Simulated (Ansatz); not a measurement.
# AsH7OSi2: the cost of one run

Computed with Ansatz 0.2.0 through its Python package. Level of theory: PBE0/6-31G*.

## 1. The system

Bond lengths: Si1–O2 1.690 Å, O2–Si3 1.733 Å, Si3–As4 2.410 Å, Si1–H5 1.473 Å, Si1–H6 1.435 Å, Si1–H7 1.506 Å, Si3–H8 1.431 Å, Si3–H9 1.415 Å, As4–H10 1.594 Å, As4–H11 1.572 Å. Angles (14 of 16 angles, heavy atoms first): Si1–O2–Si3 106.0°, O2–Si3–As4 107.7°, O2–Si1–H5 110.4°, O2–Si1–H6 114.9°, O2–Si1–H7 109.7°, O2–Si3–H8 108.0°, O2–Si3–H9 111.1°, As4–Si3–H8 107.1°, As4–Si3–H9 111.7°, Si3–As4–H10 88.0°, Si3–As4–H11 89.7°, H5–Si1–H6 108.6°, H5–Si1–H7 104.4°, H6–Si1–H7 108.3°.

No structure file is read: the coordinates are typed or built in the script.

## 2. Script

Input file tae_ash7osi2.py:

```python
"""Energy to split AsH7OSi2 into its atoms."""

from collections import Counter

import ansatz as az


def energy_of(molecule, charge=0, unpaired=0):
    calc = (
        molecule.calculation()
        .basis(gaussian="6-31G*")
        .functional("pbe0")
    )
    if charge:
        calc = calc.charge(charge)
    if unpaired:
        calc = calc.spin("collinear", total=unpaired)
    report = calc.run(threads=1, backend="cpu").report
    if report["published_state_doubts"]:
        print("  doubts:", report["published_state_doubts"])
    return report["free_energy_ev"]


def main() -> None:
    geometry_ang = [
        ("Si", [-0.004, 1.8761, 0.3286]),
        ("O", [-0.3717, 0.4895, 1.2224]),
        ("Si", [-0.6932, -0.7562, 0.0615]),
        ("As", [1.4244, -1.5221, -0.7971]),
        ("H", [0.2289, 3.0185, 1.2282]),
        ("H", [1.1227, 1.7484, -0.5501]),
        ("H", [-1.1995, 2.2828, -0.4911]),
        ("H", [-1.2921, -1.8581, 0.7496]),
        ("H", [-1.5377, -0.285, -0.9713]),
        ("H", [0.6728, -2.8209, -1.3359]),
        ("H", [1.7147, -2.2299, 0.5759]),
    ]
    geometry = az.Crystal.molecule()
    for symbol, xyz in geometry_ang:
        geometry = geometry.atom(symbol, xyz)

    # Hund ground states
    unpaired = {"Si": 2, "O": 2, "As": 3, "H": 1}
    counts = Counter(site.symbol for site in geometry.cartesian_sites)
    atom_energy = {s: energy_of(az.Crystal.molecule().atom(s, (0, 0, 0)), 0, unpaired[s]) for s in counts}
    whole = energy_of(geometry, 0, 0)
    for s, e in atom_energy.items():
        print(f"{s:2s} x{counts[s]}  {e:14.5f} eV")
    print(f"AsH7OSi2: {whole:.5f} eV")
    split = sum(counts[s] * e for s, e in atom_energy.items()) - whole
    print(f"atomisation energy (no zero-point term): {split:.3f} eV, {split / sum(counts.values()):.3f} eV an atom")


if __name__ == "__main__":
    main()
```

## 3. The calls as engine input

The package turns the script's settings into the engine's input (first run):

```yaml
crystal:
  periodic: [false, false, false]
  atoms:
    - { symbol: Si, position_ang: [0.0, 0.0, 0.0] }
basis:
  gaussian:
    orbitals: "6-31G*"
hamiltonian:
  xc: pbe0
magnetization:
  spin_polarized: true
  initial_magnetization: 2.0
```

## 4. Launch

Run with:

```bash
> python tae_ash7osi2.py
```

**Question.** How long does this script take on 1 thread of Arm Neoverse V2, shared host, and how much memory does it need?

About 6.3 s, with a peak of 0.29 GiB.
